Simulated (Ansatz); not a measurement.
# LiAu6: what a guessed cell relaxes into

The task: take a trial cell of LiAu6 to zero force and stress, then test the end with a random kick.

Method: DFT PBE, scalar-relativistic, plane waves, PAW, in Ansatz 0.2.0.

## Step 1: The system as given

The structure is cubic, space group Fm-3m (No. 225). The conventional cell has a = 8.209 Å, b = 8.209 Å, c = 8.209 Å, α = 90.00°, β = 90.00°, γ = 90.00°. Li (site symmetry m-3m) is surrounded by 12 Au at 2.90 Å. Around Au (site symmetry mmm) lie 2 Li at 2.90 Å and 8 Au at 2.90 Å.

Coordinates:

```cif
data_structure
_symmetry_space_group_name_H-M 'Fm-3m'
_symmetry_Int_Tables_number 225
_cell_length_a 8.2091
_cell_length_b 8.2091
_cell_length_c 8.2091
_cell_angle_alpha 90.000
_cell_angle_beta 90.000
_cell_angle_gamma 90.000
_cell_volume 553.21
loop_
_atom_site_label
_atom_site_type_symbol
_atom_site_symmetry_multiplicity
_atom_site_Wyckoff_symbol
_atom_site_fract_x
_atom_site_fract_y
_atom_site_fract_z
_atom_site_occupancy
Li1 Li 4 a 0.00000 0.00000 0.00000 1
Au1 Au 24 d 0.25000 0.75000 0.00000 1
```

The cell is invented: species swapped into a database cell of Zn6Mo (Fm-3m, No. 225), with Au on the Zn sites and Li on the Mo sites. Its size is a rough estimate.

## Step 2: The guess as it stands, on a coarse mesh

Input file input.yaml:

```yaml
crystal:
  lattice:
    - [0.0, 4.10455253, 4.10455253]
    - [4.10455253, 0.0, 4.10455253]
    - [4.10455253, 4.10455253, 0.0]
  atoms:
    - { symbol: Li, position: [0.0, 0.0, 0.0] }
    - { symbol: Au, position: [0.5, 0.5, 0.0] }
    - { symbol: Au, position: [0.5, 0.0, 0.5] }
    - { symbol: Au, position: [0.0, 0.0, 0.5] }
    - { symbol: Au, position: [0.0, 0.5, 0.0] }
    - { symbol: Au, position: [0.0, 0.5, 0.5] }
    - { symbol: Au, position: [0.5, 0.0, 0.0] }
basis:
  ecutwfc: 420
kpoints:
  mp_grid: { grid: [4, 4, 4] }
hamiltonian:
  xc: pbe
scf:
  occupations: { method: gaussian, width: 0.1 }
  lower_state_search: "off"
output:
  forces: true
  stress: true
  eigenvalues: true
```

On the command line:

```console
ansatz run input.yaml --threads 1 --pin off --max-ram 2048MiB --backend cpu --events-out ev --progress --plain --runs-dir out
```

The session goes on with these runs: rough relaxation on the coarse mesh; relaxation on the finer mesh; reference for the kick test; random kick, then relaxation; the kicked end on a coarse mesh; full relaxation (after the kick).

What does the calculation give? Wanted: conventional cell; volume; energy over the elements; gap on the mesh.

The runs gave:

| quantity | value |
| --- | --- |
| symmetry at the first end (tolerance 0.05 Å) | space group Fm-3m (No. 225) |
| conventional cell | a = 8.040 Å, b = 8.040 Å, c = 8.040 Å, α = 90.00°, β = 90.00°, γ = 90.00° |
| volume | 18.56 Å³/atom |
| energy over the elements | -0.18 eV/atom |
| gap on the mesh | none (metal) |

The space group Fm-3m (No. 225) is kept, and the volume per atom shrinks by 6.1 % from the first guess. It lies below the elements, which doesn't yet make it stable: competing phases were not computed in this session. The kick test gives no clear verdict at this accuracy. The runs treat Au without spin-orbit coupling.
